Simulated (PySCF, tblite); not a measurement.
# C4H4F5O−: geometry, infrared bands and NMR shifts

What infrared bands and NMR shifts should C4H4F5O− (`[O-]CCC(F)(F)C(F)(F)F`) show?

Computed with tblite 0.8.0 and PySCF 2.14.0, with density-fitted response routines of our own, on a single molecule in the gas phase. Atoms are numbered from 0 throughout.

### 1 The starting structure

14 atoms, charge -1, multiplicity 1; geometry from: force field or distance geometry start.

Bonds of the start (Å): O0–C1 1.30, C1–C2 1.53, C2–C3 1.53, C3–F4 1.38, C3–F5 1.38, C3–C6 1.53, C6–F7 1.35, C6–F8 1.35, C6–F9 1.38, C1–H10 1.11, C1–H11 1.10, C2–H12 1.10, C2–H13 1.09.

### 2 Relaxing the molecule with GFN2-xTB

Job settings and geometry (Å):

```
{"job": {"kind": "relax", "xc": "GFN2-xTB", "basis": "xTB"}, "charge": -1, "multiplicity": 1}
O      0.985600     1.904900     0.038200
C      1.512500     0.755000     0.357600
C      0.863100    -0.305000    -0.536500
C     -0.518600    -0.780000    -0.097500
F     -0.927100    -1.706200    -1.034900
F     -0.374100    -1.545500     1.045700
C     -1.643000     0.238000     0.104100
F     -1.887200     0.990200    -0.989800
F     -1.511100     1.046600     1.178300
F     -2.821300    -0.448800     0.342900
H      1.412300     0.378200     1.397400
H      2.596600     0.625700     0.206200
H      0.797600     0.031000    -1.577500
H      1.513900    -1.184700    -0.556000
```

The run is started by

```sh
> OMP_NUM_THREADS=1 python probes_run.py task.json out
```

One launch serves the whole session: the jobs run in the order shown.

**Question.** This job is followed by: GFN2-xTB harmonic vibrations, gas phase; GIAO PBE0/pcSseg-1 NMR shielding, non-relativistic, gas phase. What will the session give for the following? strongest single infrared mode (GFN2-xTB); zero-point energy (GFN2-xTB); ¹³C shifts against TMS (PBE0/pcSseg-1); ¹H shifts against TMS (PBE0/pcSseg-1, means over atoms taken as alike); ¹⁷O shifts against H2O (PBE0/pcSseg-1); ¹⁹F shifts against CFCl3 (PBE0/pcSseg-1, means over atoms taken as alike).

The runs gave:

| quantity | value |
| --- | --- |
| strongest single infrared mode (GFN2-xTB) | 2206 cm⁻¹, 516 km/mol |
| zero-point energy (GFN2-xTB) | 49.1 kcal/mol |
| ¹³C shifts against TMS (PBE0/pcSseg-1) | 131.8, 131.1, 80.3, 54.6 ppm |
| ¹H shifts against TMS (PBE0/pcSseg-1, means over atoms taken as alike) | 6.64, 1.77 ppm |
| ¹⁷O shifts against H2O (PBE0/pcSseg-1) | 130.7 ppm |
| ¹⁹F shifts against CFCl3 (PBE0/pcSseg-1, means over atoms taken as alike) | -90.7, -125.3 ppm |

Over 70 steps the energy fell by 0.384 eV; of the close pairs, C1–C2 changed most, 1.531 to 1.632 Å. All 36 modes are real, so the xTB geometry is a minimum. The strongest single mode, at 2206 cm⁻¹, moves mainly H11 and H10. GFN2-xTB is a fitted tight-binding method: band positions and strengths are rough. Its intensities can rank the bands wrongly. The most deshielded hydrogen is H10, H11 (mean) (hydrogen on an sp3 CH2 bonded to O), at 6.64 ppm: its carbon carries O, hence the downfield position. At PBE0/pcSseg-1: Shielding is most anisotropic at O0 (span 279 ppm, paramagnetic term -199 ppm). At PBE0/pcSseg-1 the HOMO lies above zero (+0.04 eV), as often for anions in the gas phase: self-interaction error lifts it, or the electron is held by the finite basis alone; counter-ions and solvent are missing.
